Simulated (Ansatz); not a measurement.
**GaSiH4F (SMILES [F][GaH][SiH3]) at BCCD(T)/def2-SVP**

Aim: the electronic atomisation energy of GaSiH4F at BCCD(T)/def2-SVP, from 5 runs. 

Program for the calculation: Ansatz 0.2.0.

64 further runs of the same task are left out: 64 set aside as unsound or not needed.

## Step 1: The molecule

GaSiH4F: 7 atoms, total charge 0, spin state singlet. SMILES: `[F][GaH][SiH3]`. The shape is that of a PBE0-D4/def2-TZVP optimisation.

Bond lengths: F1–Ga2 1.766 Å, Ga2–Si3 2.406 Å, Ga2–H4 1.565 Å, Si3–H5 1.487 Å, Si3–H6 1.487 Å, Si3–H7 1.487 Å. Angles: F1–Ga2–Si3 112.7°, F1–Ga2–H4 112.3°, Si3–Ga2–H4 135.0°, Ga2–Si3–H5 109.4°, Ga2–Si3–H6 111.2°, Ga2–Si3–H7 109.6°, H5–Si3–H6 108.8°, H5–Si3–H7 108.9°, H6–Si3–H7 108.9°.

## Step 2: The energy at BCCD(T)/def2-SVP

Contents of run.yaml:

```yaml
basis:
  gaussian:
    orbitals: def2-SVP
crystal:
  periodic: [false, false, false]
  atoms:
    - {symbol: F, position_ang: [0.231600, -2.152100, 1.342200]}
    - {symbol: Ga, position_ang: [0.019100, -0.400000, 1.279300]}
    - {symbol: Si, position_ang: [-0.029700, 0.450800, -0.970800]}
    - {symbol: H, position_ang: [-0.096900, 0.235400, 2.704700]}
    - {symbol: H, position_ang: [-1.196100, -0.125700, -1.691600]}
    - {symbol: H, position_ang: [-0.144400, 1.933400, -0.983000]}
    - {symbol: H, position_ang: [1.216400, 0.058100, -1.680800]}
correlation:
  method: bccd_t
  frozen_orbitals: {F: 1, Ga: 9, H: 0, Si: 5}
accuracy: high
scf:
  omitted_lower_state_checks: [cluster_reference, increment]
```

Command:

```bash
$ ansatz run run.yaml --threads 1 --pin off --max-ram 3480MiB --events-out events.jsonl --progress --plain --runs-dir runs
```

Log, shortened:

```text
Warning: RAYON_NUM_THREADS=1 ignored (pool sized by the plan → 1); use --threads N
Functional definition: HF
  name "HF"
[...]
1714 factors; integrals over basis functions are off by at most 6.6e-9 eV
[...]
mean field -62955.17272457 eV, -2313.5599250794 hartree, gradient 1.6e-8 eV, S^2 0.000000; 0 other end points of the search recorded, 0 dependent functions left out
15 core orbitals not correlated: weight in the atoms' cores, before any rotation towards them, 1.000 or more for the frozen orbitals, at most 0.000 for the correlated occupied ones
reference -62955.17272457 eV, -2313.5599250794 hartree; 14, 14 occupied and 55, 55 virtual orbitals, 1714 factors
second order -13.67252316 eV of doubles, -0.00000000 eV of singles
cycle   1  -13.63409355 eV  change    3.8e-2 eV  update   1.1e-1
[...]
cycle  21  -14.23911530 eV  change   4.0e-10 eV  update   1.1e-9
perturbative correction -0.42347060 eV, -0.0155622575 hartree
Total energy: -62969.83531048 eV, -2314.0987651726 hartree
Checks for a lower state left out: cluster_reference, increment
```

Run time: 19 s. Hardware: 1 thread of Arm Neoverse V1, shared host; peak memory 0.51 GiB.

## Step 3: The F atom at the same level

Contents of job.yaml:

```yaml
crystal:
  periodic: [false, false, false]
  atoms:
    - symbol: F
      position_ang: [0.000000, 0.000000, 0.000000]
basis:
  gaussian: {orbitals: def2-SVP}
scf: {omitted_lower_state_checks: [cluster_reference, increment]}
correlation: {method: bccd_t, frozen_orbitals: {F: 1}}
magnetization: {spin_polarized: true, initial_magnetization: 1}
accuracy: high
```

Command:

```bash
$ ansatz run job.yaml --threads 1 --pin off --max-ram 3480MiB --events-out events.jsonl --progress --plain --runs-dir runs
```

Log, shortened:

```text
Warning: RAYON_NUM_THREADS=1 ignored (pool sized by the plan → 1); use --threads N
[... 2 set-up lines as earlier in the session ...]
[...]
95 factors; integrals over basis functions are off by at most 1.3e-9 eV
[...]
mean field -2701.65666529 eV, -99.2840512006 hartree, gradient 3.3e-9 eV, S^2 0.752413; 3 other end points of the search recorded, 0 dependent functions left out
1 core orbitals not correlated: weight in the atoms' cores, before any rotation towards them, 1.000 or more for the frozen orbitals, at most 0.000 for the correlated occupied ones
reference -2701.65666529 eV, -99.2840512006 hartree; 4, 3 occupied and 9, 10 virtual orbitals, 95 factors
second order -3.76552661 eV of doubles, -0.00000000 eV of singles
cycle   1  -4.00936274 eV  change   -2.4e-1 eV  update   2.1e-2
[...]
cycle  14  -4.07216729 eV  change  -2.1e-10 eV  update  4.3e-10
perturbative correction -0.02783683 eV, -0.0010229846 hartree
Total energy: -2705.75666941 eV, -99.4347235729 hartree
Checks for a lower state left out: cluster_reference, increment
```

Wall time 0.4 s (1 thread of Arm Neoverse V1, shared host).

## Step 4: The Ga atom

Contents of run.yaml:

```yaml
crystal:
  periodic: [false, false, false]
  atoms:
    - {symbol: Ga, position_ang: [0.000000, 0.000000, 0.000000]}
basis:
  gaussian: {orbitals: def2-SVP}
correlation: {method: bccd_t, frozen_orbitals: {Ga: 9}}
scf: {omitted_lower_state_checks: [cluster_reference, increment]}
accuracy: high
magnetization: {spin_polarized: true, initial_magnetization: 1}
```

Command:

```bash
$ ansatz run run.yaml --threads 1 --pin off --max-ram 3480MiB --events-out events.jsonl --progress --plain --runs-dir runs
```

Log, shortened:

```text
Warning: RAYON_NUM_THREADS=1 ignored (pool sized by the plan → 1); use --threads N
[... 2 set-up lines as earlier in the session ...]
[...]
315 factors; integrals over basis functions are off by at most 3.9e-9 eV
[...]
mean field -52326.79193106 eV, -1922.9741350930 hartree, gradient 5.8e-8 eV, S^2 0.759264; 3 other end points of the search recorded, 0 dependent functions left out
9 core orbitals not correlated: weight in the atoms' cores, before any rotation towards them, 1.000 or more for the frozen orbitals, at most 0.000 for the correlated occupied ones
reference -52326.79193106 eV, -1922.9741350930 hartree; 7, 6 occupied and 16, 17 virtual orbitals, 315 factors
second order -4.71564280 eV of doubles, -0.00000000 eV of singles
cycle   1  -4.38657816 eV  change    3.3e-1 eV  update   7.6e-2
[...]
cycle  17  -4.70641755 eV  change   3.2e-10 eV  update  5.5e-10
perturbative correction -0.20246484 eV, -0.0074404458 hartree
Total energy: -52331.70081346 eV, -1923.1545331938 hartree
Checks for a lower state left out: cluster_reference, increment
```

It took 0.99 s on 1 thread of Arm Neoverse V1, shared host; peak memory 0.092 GiB.

## Step 5: The H atom: the energy at UHF/def2-SVP

Contents of molecule.yaml:

```yaml
crystal:
  periodic: [false, false, false]
  atoms:
    - {symbol: H, position_ang: [0.000000, 0.000000, 0.000000]}
basis:
  gaussian: {orbitals: def2-SVP}
magnetization: {spin_polarized: true, initial_magnetization: 1}
hamiltonian: {xc: hf}
accuracy: high
```

Run the same way, it converges to -0.49928 Eh (log not shown).

## Step 6: The Si atom at the same level

Contents of job.yaml:

```yaml
crystal:
  periodic: [false, false, false]
  atoms:
    - {symbol: Si, position_ang: [0.000000, 0.000000, 0.000000]}
basis:
  gaussian:
    orbitals: def2-SVP
correlation:
  method: bccd_t
  frozen_orbitals: {Si: 5}
magnetization:
  spin_polarized: true
  initial_magnetization: 2
accuracy: high
scf:
  omitted_lower_state_checks: [cluster_reference, increment]
```

Run the same way, it converges to -288.81554 Eh (log not shown).

## Step 7: Results

At BCCD(T)/def2-SVP, 15 core orbitals frozen:

```
                                              quantity           value
                                molecule: total energy  -2314.09877 Eh
molecule: correlation energy (15 core orbitals frozen)      -538.8 mEh
                              molecule: (T) correction      -15.56 mEh
                                  F atom: total energy    -99.43472 Eh
    F atom: correlation energy (1 core orbital frozen)      -150.7 mEh
                                F atom: (T) correction       -1.02 mEh
             F atom: ⟨S²⟩ of the reference determinant           0.752
                                 Ga atom: total energy  -1923.15453 Eh
  Ga atom: correlation energy (9 core orbitals frozen)      -180.4 mEh
                               Ga atom: (T) correction       -7.44 mEh
            Ga atom: ⟨S²⟩ of the reference determinant           0.759
                                  H atom: total energy     -0.49928 Eh
                                          H atom: ⟨S²⟩           0.750
                                 Si atom: total energy   -288.81554 Eh
  Si atom: correlation energy (5 core orbitals frozen)       -62.4 mEh
                               Si atom: (T) correction       -1.03 mEh
            Si atom: ⟨S²⟩ of the reference determinant           2.009
                         electronic atomisation energy       18.962 eV
```

What this shows: Taking the molecule apart into free atoms costs 18.96 eV (1830 kJ/mol), before zero-point energy and without spin-orbit coupling. The triples (molecule) make up 2.9 % of the correlation energy. The triples (F atom) make up 0.7 % of the correlation energy. The triples (Ga atom) make up 4.1 % of the correlation energy. The triples (Si atom) make up 1.7 % of the correlation energy.
